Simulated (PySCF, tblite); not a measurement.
# C3H6AlClN2: geometry, infrared bands and NMR shifts

What infrared bands and NMR shifts should C3H6AlClN2 (`C#[N+][Al@H-]([Cl])[CH2]N=C`) show?

Programs: tblite 0.8.0 and PySCF 2.14.0, with density-fitted response routines of our own. Each step states its level of theory. These are calculated values for one molecule in the gas phase, unless marked as measured. Atoms are numbered from 0 throughout.

**1. The starting structure**

13 atoms, charge 0, multiplicity 1; geometry from: force field or distance geometry start.

Bonds of the start (Å): C0–N1 1.18, N1–Al2 1.86, Al2–Cl3 2.21, Al2–C4 1.99, C4–N5 1.45, N5–C6 1.30, C0–H7 1.07, Al2–H8 1.62, C4–H9 1.12, C4–H10 1.12, C6–H11 1.08, C6–H12 1.08.

**2. Optimising the geometry with GFN2-xTB**

The job: settings as JSON, then the geometry in Å.

```
{"job": {"kind": "relax", "xc": "GFN2-xTB", "basis": "xTB"}, "charge": 0, "multiplicity": 1}
C      3.196300     0.097700    -0.106400
N      2.173500    -0.462000    -0.266900
Al     0.577900    -1.394200    -0.481500
Cl     0.392000    -2.257900    -2.512500
C     -0.996100    -0.287100     0.021300
N     -1.201300     0.845800    -0.859400
C     -1.855900     1.824300    -0.308700
H      4.124300     0.610900     0.048700
H      0.598800    -2.645500     0.539500
H     -1.934200    -0.890600     0.113700
H     -0.793100     0.087700     1.056800
H     -2.198700     1.733400     0.706300
H     -2.087800     2.738000    -0.829800
```

Run with:

```sh
OMP_NUM_THREADS=1 python probes_run.py task.json out
```

This one command runs all jobs of the session in turn.

**Question.** This job is followed by: GFN2-xTB harmonic vibrations, gas phase; GIAO PBE0/pcSseg-1 NMR shielding, non-relativistic, gas phase. Predict these results of the whole session: strongest single infrared mode (GFN2-xTB); zero-point energy (GFN2-xTB); 13C shifts against TMS (PBE0/pcSseg-1); 1H shifts against TMS (PBE0/pcSseg-1); 15N shifts against NH3 (PBE0/pcSseg-1); 27Al shifts against AlH4- (PBE0/pcSseg-1); 35Cl shifts against HCl (PBE0/pcSseg-1); surface potential, 1st and 99th percentile.

**Answer**, as computed:

| quantity | value |
| --- | --- |
| strongest single infrared mode (GFN2-xTB) | 644 cm⁻¹, 309 km/mol |
| zero-point energy (GFN2-xTB) | 51.1 kcal/mol |
| 13C shifts against TMS (PBE0/pcSseg-1) | 140.2, 125.1, 71.3 ppm |
| 1H shifts against TMS (PBE0/pcSseg-1) | 6.98, 6.51, 4.66, 4.03, 3.54, 3.12 ppm |
| 15N shifts against NH3 (PBE0/pcSseg-1) | 363.3, 257.7 ppm |
| 27Al shifts against AlH4- (PBE0/pcSseg-1) | -7.9 ppm |
| 35Cl shifts against HCl (PBE0/pcSseg-1) | -60 ppm |
| surface potential, 1st and 99th percentile | -1.30 V and 3.16 V |

**Reading.** Over 210 steps the energy fell by 1.643 eV; of the close pairs, Al2–C6 changed most, 4.039 to 2.109 Å. No mode is imaginary among the 33: a minimum at this level. The strongest single mode, at 644 cm⁻¹, moves mainly H7 and H8. Unscaled tight-binding wavenumbers are off by several per cent, some by more. Its intensities can rank the bands wrongly. The structure rearranged or came apart on optimisation; the results belong to the end geometry, not to the formula as drawn. Shifts at one fixed geometry are not the observed spectrum, which averages over the motion. At PBE0/pcSseg-1: The widest tensor belongs to N5: span 628 ppm, with a paramagnetic part of -426 ppm. By nearest atom (PBE0/pcSseg-1), the HOMO sits on C6 39 %; C4 20 % and the LUMO on C0 39 %; N1 35 %.
